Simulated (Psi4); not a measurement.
# doublet [B2O2]− at 3 levels

We compute a comparison of 3 runs (UB3LYP/aug-cc-pVDZ, UPBE0/aug-cc-pVDZ, UTPSS/aug-cc-pVDZ) of doublet [B2O2]−. 

The results are computed with Psi4 1.11.

1 further run of the same task is left out (it didn't finish).

### Step 1. The system as given

[B2O2]− has 4 atoms, charge -1, and is taken as a doublet. SMILES of the parent species: `O=BB=O`. Geometry: relaxed at PBE0-D4/def2-TZVP. That shape belongs to the parent species and isn't relaxed for this state.

Bond lengths: O1–B2 1.197 Å, B2–B3 1.640 Å, B3–O4 1.197 Å. Angles: O1–B2–B3 180.0°, B2–B3–O4 180.0°.

### Step 2. Energy and gradient at UB3LYP/aug-cc-pVDZ (run 1)

Contents of calc.dat:

```
memory 1600 MB

molecule system {
  -1 2
  O     -0.743090     0.459760     1.817650
  B     -0.302300     0.187070     0.739120
  B      0.302150    -0.186920    -0.739220
  O      0.743230    -0.459920    -1.817550
  symmetry c1
}

set {
  reference            uks
  puream               true
  e_convergence        1e-09
  d_convergence        1e-08
  scf_type             pk
  dft_radial_points    99
  dft_spherical_points 590
  maxiter              100
}

E, wfn = gradient('b3lyp/aug-cc-pVDZ', return_wfn=True)
```

Command:

```console
$ psi4 -i calc.dat -o calc.out -n 1
```

calc.out:

```text
[...]
  Running in c1 symmetry.
[...]
  Nuclear repulsion =   66.762222931000380
[...]
  Multiplicity = 2
[...]
  Nalpha       = 14
  Nbeta        = 13
[...]
    Number of basis functions: 92
[...]
   @UKS iter   1:  -199.82372353269642   -6.15798e-01   1.12776e-02 DIIS/ADIIS
[...]
   @UKS iter  23:  -200.28078606226029   -6.30962e-12   3.66216e-09 DIIS
[...]
   @S^2 Observed:                7.518550075E-01
[...]
  @UKS Final Energy:  -200.28078606226029
   => Energetics <=
    Nuclear Repulsion Energy =             66.7622229310003803
    One-Electron Energy =                -411.0372137152791083
    Two-Electron Energy =                 164.6429479368879925
    DFT Exchange-Correlation Energy =     -20.6487432148695760
    Empirical Dispersion Energy =           0.0000000000000000
    VV10 Nonlocal Energy =                  0.0000000000000000
    Total Energy =                       -200.2807860622602902
[...]
  -Total Gradient:
     Atom            X                  Y                   Z
    ------   -----------------  -----------------  -----------------
       1        0.027771664454    -0.017182450558    -0.067941800848
       2       -0.032921422419     0.020368967658     0.080538879132
       3        0.032934083867    -0.020381706011    -0.080535792304
       4       -0.027784333748     0.017195197106     0.067938708671
[...]
```

Wall time 35 s (1 thread of AMD EPYC 9R14 (Zen 4), shared host); peak memory 0.92 GiB.

### Step 3. Energy and forces at UPBE0/aug-cc-pVDZ (run 2)

Contents of input.in:

```
memory 1600 MB

molecule mol {
  -1 2
  O     -0.743090     0.459760     1.817650
  B     -0.302300     0.187070     0.739120
  B      0.302150    -0.186920    -0.739220
  O      0.743230    -0.459920    -1.817550
  symmetry c1
  no_reorient
  no_com
}

set basis aug-cc-pVDZ
set reference uks
set puream true
set e_convergence 1e-09
set d_convergence 1e-08
set scf_type pk
set dft_radial_points 99
set dft_spherical_points 590
set maxiter 100

energy_value, wavefunction = gradient("pbe0", return_wfn=True)
oeprop(wavefunction, "DIPOLE", "MULLIKEN_CHARGES", "QUADRUPOLE")
```

Command:

```console
$ psi4 input.in input.out -n 1
```

input.out:

```text
[...]
  Running in c1 symmetry.
[...]
  Nuclear repulsion =   66.762222931000380
[...]
  Multiplicity = 2
[...]
  Nalpha       = 14
  Nbeta        = 13
[...]
    Number of basis functions: 92
[...]
   @UKS iter   1:  -199.63990339760241   -7.18554e-01   1.05445e-02 ADIIS/DIIS
[...]
   @UKS iter  13:  -200.03858577366273   -1.05729e-11   4.19995e-09 DIIS
[...]
   @S^2 Observed:                7.523346730E-01
[...]
  @UKS Final Energy:  -200.03858577366273
   => Energetics <=
    Nuclear Repulsion Energy =             66.7622229310003803
    One-Electron Energy =                -411.1157618090970800
    Two-Electron Energy =                 163.5018199086245545
    DFT Exchange-Correlation Energy =     -19.1868668041906076
    Empirical Dispersion Energy =           0.0000000000000000
    VV10 Nonlocal Energy =                  0.0000000000000000
    Total Energy =                       -200.0385857736627315
[...]
  -Total Gradient:
     Atom            X                  Y                   Z
    ------   -----------------  -----------------  -----------------
       1        0.027955510137    -0.017296183758    -0.068391620605
       2       -0.032925717349     0.020371586494     0.080549602604
       3        0.032938480735    -0.020384414103    -0.080546484106
       4       -0.027968283063     0.017309021507     0.068388495805
[...]
  Mulliken Charges: (a.u.)
   Center  Symbol    Alpha    Beta     Spin     Total
       1     O     4.23044  4.14606  0.08438 -0.37649
       2     B     2.76956  2.35394  0.41562 -0.12351
       3     B     2.76956  2.35395  0.41562 -0.12351
       4     O     4.23044  4.14605  0.08438 -0.37649
   Total alpha = 14.00000, Total beta = 13.00000, Total charge = -1.00000
    Psi4 run time: 0:00:25.53
```

Run time: 27 s. Hardware: 1 thread of AMD EPYC 9R14 (Zen 4), shared host; peak memory 0.92 GiB.

### Step 4. The energy at UTPSS/aug-cc-pVDZ (run 3)

Contents of b2o2.dat:

```
memory 1600 mb

molecule {
  -1 2
  O     -1.40423659     0.86882048     3.43486069
  B     -0.57126421     0.35351107     1.39673437
  B      0.57098075    -0.35322761    -1.39692335
  O      1.40450115    -0.86912284    -3.43467172
  units bohr
  symmetry c1
  no_reorient
  no_com
}

set {
  basis aug-cc-pVDZ
  reference uks
  puream true
  e_convergence 1e-09
  d_convergence 1e-08
  scf_type pk
  dft_radial_points 99
  dft_spherical_points 590
  maxiter 100
}

e = energy("tpss")
```

Command:

```console
$ psi4 b2o2.dat b2o2.out -n 1
```

b2o2.out:

```text
[...]
  Running in c1 symmetry.
[...]
  Nuclear repulsion =   66.762222939504170
[...]
  Multiplicity = 2
[...]
  Nalpha       = 14
  Nbeta        = 13
[...]
    Number of basis functions: 92
[...]
   @UKS iter   1:  -199.80034881239152   -4.43623e-01   1.16683e-02 ADIIS/DIIS
[...]
   @UKS iter  13:  -200.29971662593636   -1.10845e-12   5.21146e-09 DIIS
[...]
   @S^2 Observed:                7.517592980E-01
[...]
  @UKS Final Energy:  -200.29971662593636
   => Energetics <=
    Nuclear Repulsion Energy =             66.7622229395041700
    One-Electron Energy =                -410.9934498640117226
    Two-Electron Energy =                 169.4827091917200619
    DFT Exchange-Correlation Energy =     -25.5511988931488538
    Empirical Dispersion Energy =           0.0000000000000000
    VV10 Nonlocal Energy =                  0.0000000000000000
    Total Energy =                       -200.2997166259363553
[...]
 Multipole Moments:
 ------------------------------------------------------------------------------------
     Multipole            Electronic (a.u.)      Nuclear  (a.u.)        Total (a.u.)
 ------------------------------------------------------------------------------------
 L = 1.  Multiply by 2.5417464519 to convert [e a0] to [Debye]
 Dipole X            :         -0.0007810            0.0006992           -0.0000818
 Dipole Y            :          0.0010732           -0.0010016            0.0000716
 Dipole Z            :         -0.0006258            0.0005669           -0.0000590
 Magnitude           :                                                    0.0001237
[...]
```

Run time: 41 s. Hardware: 1 thread of AMD EPYC 9R14 (Zen 4), shared host; peak memory 0.81 GiB.

### Step 5. Overview of the runs

```tsv
run	level	task	energy (Eh)	HOMO energy (eV)	LUMO energy (eV)	⟨S²⟩	wall time
1	UB3LYP/aug-cc-pVDZ	gradient	-200.280786	1.72	3.12	0.752	35 s
2	UPBE0/aug-cc-pVDZ	gradient	-200.038586	1.59	3.26	0.752	27 s
3	UTPSS/aug-cc-pVDZ	energy	-200.299717	2.31	2.68	0.752	41 s
```

### Step 6. Summary of results

| quantity | value |
| --- | --- |
| run 3: total energy | -200.29972 Eh |
| run 3: HOMO energy (highest over α and β) | 2.31 eV |
| run 3: LUMO energy (lowest over α and β) | 2.68 eV |
| run 3: ⟨S²⟩ | 0.752 |

What this shows: Totals of different functionals can't be ranked against each other. In runs 1, 2, 3 the HOMO lies above zero, so the outermost electron may be held by the basis alone. All runs together took 1.7 min, the longest 41 s.
